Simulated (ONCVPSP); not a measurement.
**Pseudopotential generation for gold: ONCV, PBEsol**

Do these settings give a usable potential? It is generated, then checked for transferability, scattering, ghosts and hardness.

Method: ONCVPSP 4.0.1, PBEsol, scalar-relativistic.

**1. Starting point**

The settings as typed:

```
element                 : gold (Au, Z = 79)
type                    : optimised norm-conserving Vanderbilt (ONCV)
frozen core             : [Kr] 4d10 4f14
valence charge          : 19
reference configuration : 5s2 5p6 5d10 6s1
partial waves           : 5s+6s: rc 1.40 bohr, ncon 4, nbas 8, qcut 9 1/bohr, 2 projectors; 5p: rc 1.05 bohr, ncon 3, nbas 7, qcut 6.7 1/bohr, 2 projectors, debl 3.6 Ha; 5d: rc 1.55 bohr, ncon 4, nbas 7, qcut 5.8 1/bohr, 3 projectors, debl 1.6 Ha
local potential         : polynomial inside 0.75 bohr (lpopt 5, dvloc0 4 Ha)
core correction         : not asked for
```

An earlier all-electron run gives the scale for the radii.

All-electron outer shells of the reference configuration (PBEsol, scalar-relativistic, ld1.x):

```tsv
shell	level (eV)	outermost node (bohr)	outermost maximum (bohr)
5s	-108.44	0.48	0.84
4f	-81.19	–	0.37
5p	-59.80	0.52	0.96
5d	-6.90	0.56	1.21
6s	-5.80	1.11	2.32
6p	-0.70	1.32	3.55
```

**2. Generation**

File Au.dat:

```
# ATOM AND REFERENCE CONFIGURATION
# atsym  z   nc   nv     iexc    psfile
  Au 79.00   10    4  -116133      upf
#
#   n    l    f
    1    0    2.00
    2    0    2.00
    2    1    6.00
    3    0    2.00
    3    1    6.00
    3    2   10.00
    4    0    2.00
    4    1    6.00
    4    2   10.00
    4    3   14.00
    5    0    2.00
    5    1    6.00
    5    2   10.00
    6    0    1.00
#
# PSEUDOPOTENTIAL AND OPTIMIZATION
# lmax
    2
#
#   l,   rc,      ep,       ncon, nbas, qcut
    0    1.40    0.00    4    8    9.00
    1    1.05    0.00    3    7    6.70
    2    1.55    0.00    4    7    5.80
#
# LOCAL POTENTIAL
# lloc, lpopt,  rc(5),   dvloc0
    4    5    0.75    4.00
#
# VANDERBILT-KLEINMAN-BYLANDER PROJECTORs
# l, nproj, debl
    0    2    0.90
    1    2    3.60
    2    3    1.60
#
# MODEL CORE CHARGE
# icmod, fcfact, rcfact
    0    0.00    0.00
#
# LOG DERIVATIVE ANALYSIS
# epsh1, epsh2, depsh
   -5.00    5.00    0.04
#
# OUTPUT GRID
# rlmax, drl
    6.00    0.01
#
# TEST CONFIGURATIONS
# ncnf
    4
# nvcnf
#   n    l    f
    4
    5    0    2.00
    5    1    6.00
    5    2   10.00
    6    0    0.00
#
    4
    5    0    2.00
    5    1    6.00
    5    2    9.00
    6    0    0.00
#
    4
    5    0    2.00
    5    1    6.00
    5    2    8.00
    6    0    0.00
#
    4
    5    0    2.00
    5    1    6.00
    5    2    7.00
    6    0    0.00
#
```

The run is started by

```bash
$ oncvpsp.x < Au.dat > Au.out
```

Q: Predict the outcome of this session. Wanted: cutoffs; bound ghosts; GHOST(+) flags; largest test error; largest phase difference near zero energy, channels read.

The runs gave:

```
                                                quantity                         value
                                                 cutoffs                not determined
                                            bound ghosts               s at -292.24 eV
                                          GHOST(+) flags     p at 206 eV, d at 2640 eV
                            largest test error (AE − PS)  -36 meV, for 5s2 5p6 5d7 6s0
largest phase difference near zero energy, channels read                     0.000 rad
```

In words: It has a bound ghost (s), a state that the atom doesn't have, and that rules the file out. By total energies transferability is fair: the largest error is 36 meV on 112.3 eV, for 5s2 5p6 5d7 6s0. That test lies far up in energy; among those under 40 eV, nearer to bonding, the largest error is 6.8 meV. Near zero energy the phases of the channels with partial waves agree within 0.001 rad. The program also flags highly localised states, GHOST(+) (p, d). Note that the frozen 4f shell (-81 eV) lies higher than the valence 5s shell (-108 eV). These are tests on the free atom; a crystal test is still owed.
